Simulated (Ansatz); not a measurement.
**C₆HF₄ radical: energies up the ladder**

The task here is to estimate one member of a computed series from the others.

Program: Ansatz 0.2.0. Level of theory: the levels named in each step. These are calculated values, not measurements.

### The starting structure

Bond lengths: F1–C2 1.330 Å, C2–C3 1.366 Å, C3–C4 1.364 Å, C4–F5 1.329 Å, C4–C6 1.404 Å, C6–F7 1.334 Å, C6–C8 1.392 Å, C8–F9 1.336 Å, C2–C10 1.393 Å, C8–C10 1.383 Å, C10–H11 1.079 Å. Angles (14 of 16 angles, heavy atoms first): F1–C2–C3 122.4°, F1–C2–C10 119.0°, C3–C2–C10 118.6°, C2–C3–C4 123.8°, C3–C4–F5 122.7°, C3–C4–C6 118.2°, F5–C4–C6 119.1°, C4–C6–F7 120.1°, C4–C6–C8 118.7°, F7–C6–C8 121.2°, C6–C8–F9 119.2°, C6–C8–C10 121.6°, F9–C8–C10 119.2°, C2–C10–C8 119.0°.

Structure file:

```xyz
11

F     2.8877   -1.0137   -0.0171
C     1.6272   -0.5891   -0.0071
C     0.5761   -1.4217    0.2509
C    -0.7264   -1.0173    0.2692
F    -1.7332   -1.8486    0.5179
C    -1.0048    0.3345    0.0123
F    -2.2652    0.7713    0.0253
C     0.0547    1.1973   -0.2536
F    -0.2006    2.4845   -0.5026
C     1.3648    0.7536   -0.2687
H     2.1763    1.4329   -0.4778
```

Set-up of the first run:

Contents of input.yaml:

```yaml
crystal:
  periodic: [false, false, false]
  atoms:
    - { symbol: F, position_ang: [2.88772, -1.01366, -0.01715] }
    - { symbol: C, position_ang: [1.62717, -0.58909, -0.00709] }
    - { symbol: C, position_ang: [0.57607, -1.42174, 0.25085] }
    - { symbol: C, position_ang: [-0.7264, -1.01726, 0.26918] }
    - { symbol: F, position_ang: [-1.73325, -1.84861, 0.51792] }
    - { symbol: C, position_ang: [-1.00476, 0.33451, 0.01232] }
    - { symbol: F, position_ang: [-2.26519, 0.77126, 0.02533] }
    - { symbol: C, position_ang: [0.05466, 1.1973, -0.25359] }
    - { symbol: F, position_ang: [-0.20059, 2.48452, -0.50261] }
    - { symbol: C, position_ang: [1.36484, 0.75359, -0.26872] }
    - { symbol: H, position_ang: [2.17628, 1.43289, -0.47784] }
magnetization:
  spin_polarized: true
  initial_magnetization: 1
basis:
  gaussian: { orbitals: def2-SVPD }
hamiltonian:
  xc: pbe
  dispersion: d4
relax:
  f_tol: 0.03
  max_steps: 200
```

The run is started by

```
$ ansatz run input.yaml --threads 8 --pin off --max-ram 22528MiB --backend cpu --events-out ev --progress --plain --runs-dir out
```

Steps of the session up to this table: A rough first relaxation, PBE-D4/def2-SVPD; Relaxation, PBE0-D4/def2-TZVPD; Relaxation, PBE0-D4/def2-SVPD; Frequencies, PBE0-D4/def2-SVPD; Single point, PBE-D4/def2-TZVPPD; Single point, r2SCAN-D4/def2-TZVPPD; Single point, B3LYP-D4/def2-TZVPPD; Single point, wB97M-V/def2-TZVPPD; Single point, B2PLYP/def2-TZVPPD; Single point, PBE0-D4/def2-TZVPPD; Single point, LDA/def2-TZVPPD; Single point, PBE0-D4/def2-SVPD; Single point, PBE-D4/def2-SVPD; The anion of multiplicity 1 at the same geometry, PBE0-D4/def2-TZVPPD; The anion of multiplicity 1 at the same geometry, PBE-D4/def2-TZVPPD; The anion of multiplicity 1 at the same geometry, r2SCAN-D4/def2-TZVPPD; The anion of multiplicity 1 at the same geometry, B3LYP-D4/def2-TZVPPD; The anion of multiplicity 1 at the same geometry, wB97M-V/def2-TZVPPD; The anion of multiplicity 1 at the same geometry, B2PLYP/def2-TZVPPD.

One of the session's tables, all rows but one given; the rest of the session is left out.

It belongs to the step «Vertical electron affinity». 

| level | vertical electron affinity (eV) | from B2PLYP/def2-TZVPPD (eV) |
| --- | --- | --- |
| PBE0-D4/def2-TZVPPD | ? | ? |
| PBE-D4/def2-TZVPPD | 2.378 | -0.033 |
| r2SCAN-D4/def2-TZVPPD | 2.192 | -0.219 |
| B3LYP-D4/def2-TZVPPD | 2.465 | +0.053 |
| wB97M-V/def2-TZVPPD | 2.458 | +0.047 |
| B2PLYP/def2-TZVPPD | 2.411 | -0.000 |

Estimate the missing values for PBE0-D4/def2-TZVPPD.

**Answer.** vertical electron affinity (eV): 2.310; from B2PLYP/def2-TZVPPD (eV): -0.102. In the column «vertical electron affinity (eV)» it lies between r2SCAN-D4/def2-TZVPPD (2.192) and PBE-D4/def2-TZVPPD (2.378).
